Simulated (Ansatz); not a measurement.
# Cl₂H₃NSi: up Jacob's ladder to CCSD(T)

How much do the methods differ for Cl₂H₃NSi? The plan is to run it at one geometry with functionals of several rungs and with coupled cluster. The yardstick is the atomisation energy at the CCSD(T) limit.

Program: Ansatz 0.2.0, Gaussian basis. Level of theory: functionals in def2-TZVPP, the program's frozen cores in correlated methods. These are calculated values, not measurements.

The runs, in order: LDA (SPW92), PBE-D4, revPBE-D4, BLYP-D4, r2SCAN-D4, B97M-V, PBE0-D4, B3LYP-D4, r2SCANh-D4, r2SCAN0-D4, HSE06-D4, BHLYP-D4, CAM-B3LYP-D4, LC-ωPBE, ωB97X-V, ωB97M-V, B2PLYP, PBE-QIDH; CCSD(T)/def2-SVP; CCSD(T)/def2-TZVPP; MP2/def2-QZVPP; extrapolation to the limit; RPA on PBE.

## Step 1: The relaxed structure

An earlier PBE0-D4 in a triple-zeta def2 set relaxation fixed the geometry.

SMILES `N[SiH](Cl)Cl`, 7 atoms, charge 0, spin multiplicity 1.

Atoms are counted from 1 here; the program's logs count them from 0.

Bond lengths: N1–Si2 1.692 Å, N1–H5 1.007 Å, N1–H6 1.008 Å, Si2–Cl3 2.041 Å, Si2–Cl4 2.056 Å, Si2–H7 1.472 Å. Angles: Si2–N1–H5 120.6°, Si2–N1–H6 120.1°, H5–N1–H6 111.9°, N1–Si2–Cl3 107.5°, N1–Si2–Cl4 115.1°, N1–Si2–H7 110.1°, Cl3–Si2–Cl4 107.0°, Cl3–Si2–H7 110.9°, Cl4–Si2–H7 106.3°.

## Step 2: LDA

This LDA is Slater exchange with PW92 correlation.

Input file in.yaml:

```yaml
crystal:
  periodic: [false, false, false]
  atoms:
    - {symbol: N, position_ang: [-0.051817, 1.099648, -0.066335]}
    - {symbol: Si, position_ang: [0.221699, -0.569511, -0.034796]}
    - {symbol: Cl, position_ang: [0.681039, -1.079587, 1.887164]}
    - {symbol: Cl, position_ang: [-1.383025, -1.725727, -0.595245]}
    - {symbol: H, position_ang: [-0.591034, 1.544920, 0.658904]}
    - {symbol: H, position_ang: [-0.138224, 1.580853, -0.947548]}
    - {symbol: H, position_ang: [1.322562, -0.918597, -0.947844]}
basis:
  gaussian: {orbitals: def2-TZVPP}
hamiltonian: {xc: lda}
output: {orbitals: {seedname: orbitals}}
```

After this run come: PBE-D4 (GGA); revPBE-D4 (GGA); BLYP-D4 (GGA); r2SCAN-D4 (meta-GGA); B97M-V (meta-GGA); PBE0-D4 (hybrid); B3LYP-D4 (hybrid); r2SCANh-D4 (hybrid); r2SCAN0-D4 (hybrid); HSE06-D4 (hybrid); BHLYP-D4 (hybrid); CAM-B3LYP-D4 (range-separated); LC-ωPBE-D4 (range-separated); ωB97X-V (range-separated); ωB97M-V (range-separated); B2PLYP (double hybrid); PBE-QIDH (double hybrid); CCSD(T) in def2-SVP; CCSD(T) in def2-TZVPP; MP2 in def2-QZVPP; RPA on PBE orbitals.

Q: Predict the results of all the runs planned. Wanted: atomisation energy, CCSD(T)/CBS; farthest beyond LDA; mean size of error, GGA; mean size of error, meta-GGA; mean size of error, hybrid; mean size of error, range-separated; mean size of error, double hybrid; gap, smallest and largest; T1 diagnostic.

As calculated:

| quantity | value |
| --- | --- |
| atomisation energy, CCSD(T)/CBS | 557.0 kcal/mol |
| functionals within 2.8 kcal/mol (0.5 %) | r2SCAN-D4, CAM-B3LYP-D4, ωB97X-V |
| farthest beyond LDA | BHLYP-D4 (-18.3 kcal/mol) |
| mean size of error, GGA | 6.9 kcal/mol |
| mean size of error, meta-GGA | 2.2 kcal/mol |
| mean size of error, hybrid | 7.5 kcal/mol |
| mean size of error, range-separated | 4.1 kcal/mol |
| mean size of error, double hybrid | 8.6 kcal/mol |
| gap, smallest and largest | 6.29 eV (LDA (SPW92)), 13.72 eV (LC-ωPBE) |
| T1 diagnostic | 0.0089 |
| triples share of the correlation energy | 3.9 % |

LDA overbinds by 73.9 kcal/mol (13 %). PBE-D4 is off by +4.3 kcal/mol. Double hybrids carry the basis error of their MP2 part in triple zeta, and no dispersion term here, so their miss is partly the set-up's. Taken by rung, meta-GGA functionals do best (2.2 kcal/mol on average) and double hybrid ones worst beyond LDA (8.6 kcal/mol). Misses under about 2.8 kcal/mol are within the doubt on the reference itself, which lacks core-valence correlation, relativity and higher excitations. Hartree-Fock recovers 71 % of the binding; the rest is correlation. CCSD(T) in def2-SVP is off by -54.9 kcal/mol, so the small basis spoils what the method gains. The gap grows from 6.3 to 13.7 eV across the functionals, mostly with the share of exact exchange.
